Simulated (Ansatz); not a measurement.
# Cl4SW (WSCl4): the cost of one run

Computed with Ansatz 0.2.0. Level: RHF/def2-SVP.

2 further runs of the same task are left out: 2 set aside as unsound or not needed.

### 1 The starting structure

6 atoms, charge 0, spin multiplicity 1.

Atoms are counted from 1 here; the program's logs count them from 0.

Bond lengths: W1–S2 2.116 Å, W1–Cl3 2.315 Å, W1–Cl4 2.315 Å, W1–Cl5 2.316 Å, W1–Cl6 2.316 Å. Angles: S2–W1–Cl3 104.1°, S2–W1–Cl4 104.1°, S2–W1–Cl5 104.1°, S2–W1–Cl6 104.1°, Cl3–W1–Cl4 86.6°, Cl3–W1–Cl5 151.8°, Cl3–W1–Cl6 86.6°, Cl4–W1–Cl5 86.6°, Cl4–W1–Cl6 151.8°, Cl5–W1–Cl6 86.6°.

Geometry (Å):

```
W    -0.0001   -0.0001    0.0235
S     0.0029   -0.0073    2.1399
Cl    2.2448    0.0137   -0.5440
Cl   -0.0123    2.2474   -0.5334
Cl   -2.2466   -0.0099   -0.5376
Cl    0.0113   -2.2438   -0.5484
```

### 2 Relaxation

File input.yaml:

```yaml
crystal:
  periodic: [false, false, false]
  atoms:
    - { symbol: W, position_ang: [-6.4e-05, -8.3e-05, 0.023518] }
    - { symbol: S, position_ang: [0.002904, -0.007344, 2.139929] }
    - { symbol: Cl, position_ang: [2.244756, 0.013717, -0.544017] }
    - { symbol: Cl, position_ang: [-0.012327, 2.247409, -0.533362] }
    - { symbol: Cl, position_ang: [-2.246555, -0.009867, -0.537641] }
    - { symbol: Cl, position_ang: [0.011296, -2.243832, -0.548426] }
basis:
  gaussian: { orbitals: def2-SVP }
hamiltonian:
  xc: hf
output:
  forces: true
relax:
  f_tol: 0.003
  max_steps: 120
```

On the command line:

```bash
> ansatz run input.yaml --threads 1 --pin off --max-ram 2560MiB --backend cpu --events-out ev --progress --plain --runs-dir out
```

Q: Estimate wall time and peak memory on 1 thread of Arm Neoverse V2, shared host.

About 33 s, with a peak of 0.37 GiB.
